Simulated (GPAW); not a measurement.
MnCoGe:

```
Ge Co Mn
1.0
     4.09114    0.00000    0.00000
    -2.04557    3.54303    0.00000
     0.00000    0.00000    5.14388
Ge Co Mn
2 2 2
Direct
  0.33333 0.66667 0.25000
  0.66667 0.33333 0.75000
  0.66667 0.33333 0.25000
  0.33333 0.66667 0.75000
  0.00000 0.00000 0.50000
  0.00000 0.00000 0.00000
```

The cell is a database's computed one.

Base run:

```yaml
Program: GPAW 26.7.0
Functional: PBEsol
Potentials_or_basis: PAW data sets generated in the run's folder for this functional
Cutoff: 600 eV
Basis: pw
k_mesh: 8 × 8 × 5
Occupations: fermi-dirac, width 0.05 eV
Spin: collinear spin, ferromagnetic start
Starting_moments: "[0.0, 0.0, 2.0, 2.0, 4.0, 4.0] μB"
```

Its results: pressure -9.3 GPa; net moment 6.00 μB per cell; site moments Ge -0.05; Co +0.44; Mn +2.56 μB.

The run is repeated on the same cell with these changes: k mesh from 8 × 8 × 5 to 5 × 5 × 4. What comes out?

Pressure -8.4 GPa; net moment 6.28 μB per cell; site moments Ge -0.05; Co +0.47; Mn +2.68 μB.
